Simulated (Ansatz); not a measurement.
# WSe2: the cost of one run

Program: Ansatz 0.2.0. Level of theory: DFT, PBE, plane-wave PAW, default files, scalar-relativistic. These are calculated values, not measurements.

1 further run of the same task is left out (it didn't finish).

## (1) The system as given

It takes space group P6_3/mmc (No. 194, hexagonal). Conventional cell: a = 3.290 Å, b = 3.290 Å, c = 12.970 Å, α = 90.00°, β = 90.00°, γ = 120.00°. Around W (site symmetry -6m2) lie 6 Se at 2.53 Å. Se (site symmetry 3m) is surrounded by 3 W at 2.53 Å.

Structure file:

```cif
data_structure
_symmetry_space_group_name_H-M 'P6_3/mmc'
_symmetry_Int_Tables_number 194
_cell_length_a 3.2900
_cell_length_b 3.2900
_cell_length_c 12.9700
_cell_angle_alpha 90.000
_cell_angle_beta 90.000
_cell_angle_gamma 120.000
_cell_volume 121.58
loop_
_atom_site_label
_atom_site_type_symbol
_atom_site_symmetry_multiplicity
_atom_site_Wyckoff_symbol
_atom_site_fract_x
_atom_site_fract_y
_atom_site_fract_z
_atom_site_occupancy
W1 W 2 c 0.33333 0.66667 0.25000 1
Se1 Se 4 f 0.33333 0.66667 0.62100 1
```

The earlier run gave: gap on the mesh 1.00 eV, largest force 0.169 eV/Å, pressure 3.7 GPa.

Site by site (atoms counted from 1):

| site | atoms | first shell | V_zz (10²¹ V/m²) | η | C_Q (MHz) |
| --- | --- | --- | --- | --- | --- |
| W | 1, 2 | 6 Se at 2.53 Å | -17.02 | 0.00 | – |
| Se | 3, 4, 5, 6 | 3 W at 2.53 Å; also 7 Se at 3.29–3.35 Å | -7.65 | 0.00 | – |

V_zz is the principal component of the electric field gradient with the largest magnitude, η = (V_xx − V_yy)/V_zz and C_Q = eQV_zz/h. Quadrupole moments are those of Pyykkö's year-2017 table. A dash under C_Q marks elements without a common quadrupolar isotope.

## (2) Z stretched by -2 %, ions relaxed

Contents of input.yaml:

```yaml
crystal:
  lattice:
    - [3.2899984505, 0.0, 0.0]
    - [-1.6449992252, 2.8492222365, 0.0]
    - [0.0, 0.0, 12.7106]
  atoms:
    - { symbol: W, position: [0.3333333333, 0.6666666667, 0.25], spin: 2.0 }
    - { symbol: W, position: [0.6666666667, 0.3333333333, 0.75], spin: 2.0 }
    - { symbol: Se, position: [0.3333333333, 0.6666666667, 0.6202867003] }
    - { symbol: Se, position: [0.6666666667, 0.3333333333, 0.1202867003] }
    - { symbol: Se, position: [0.3333333333, 0.6666666667, 0.8797132997] }
    - { symbol: Se, position: [0.6666666667, 0.3333333333, 0.3797132997] }
magnetization:
  spin_polarized: true
kpoints:
  mp_grid: { grid: [15, 15, 4] }
scf:
  occupations: { method: fermi_dirac, width: 0.02 }
hamiltonian:
  xc: pbe
  pseudopotentials: { kind: paw }
output:
  forces: true
  stress: true
  populations: true
  efg: { contact_densities: true }
relax:
  f_tol: 0.02
  max_steps: 60
```

Launch:

```console
> ansatz run input.yaml --threads 1 --pin off --max-ram 3072MiB --backend cpu --events-out ev --progress --plain --runs-dir out
```

**Question.** How long does this run take on 1 thread of Intel Xeon 6975P-C (Granite Rapids), shared host, and how much memory does it need?

About 2.3 min, with a peak of 1.2 GiB.
